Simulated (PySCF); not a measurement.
# C6H5ClOS: the cost of one run

Programs: PySCF 2.14.0, with routines of our own; each step states its level. All values are computed. Atoms count from 0.

## Step 1: The starting structure

14 atoms, charge 0, multiplicity 1; geometry from: GFN2-xTB.

## Step 2: Magnetic properties: GIAO wB97X-D/pcSseg-1

What the job is given:

```
{"job": {"kind": "mag", "xc": "wB97X-D", "basis": "pcSseg-1", "isotopologues": 0}, "charge": 0, "multiplicity": 1}
C      0.127378     1.174944    -2.278451
C      0.010886     0.489417    -0.966605
C     -1.120746    -0.019462    -0.383907
C     -0.887350    -0.605712     0.864056
C      0.434817    -0.546041     1.241585
C      1.090723    -1.018350     2.422404
O      2.243857    -0.946604     2.712003
Cl    -0.047513    -1.803717     3.551678
S      1.398954     0.250017     0.028168
H     -0.844738     1.235107    -2.761095
H      0.520174     2.182626    -2.148576
H      0.812683     0.635959    -2.931448
H     -2.091186     0.028765    -0.844891
H     -1.648619    -1.057422     1.472912
```

With the program's defaults for keys left out, this is: GIAO wB97X-D/pcSseg-1 magnetisability, rotational g tensor and spin-rotation constants, non-relativistic, gas phase.

Command:

```console
$ OMP_NUM_THREADS=1 python excited_run.py task.json out
```

One launch serves the whole session: the jobs run in the order shown.

**Question.** How long does this first job take on 1 thread of Intel Xeon Platinum 8488C, shared host, and how much memory does it need?

About 61 s, with a peak of 0.97 GiB.
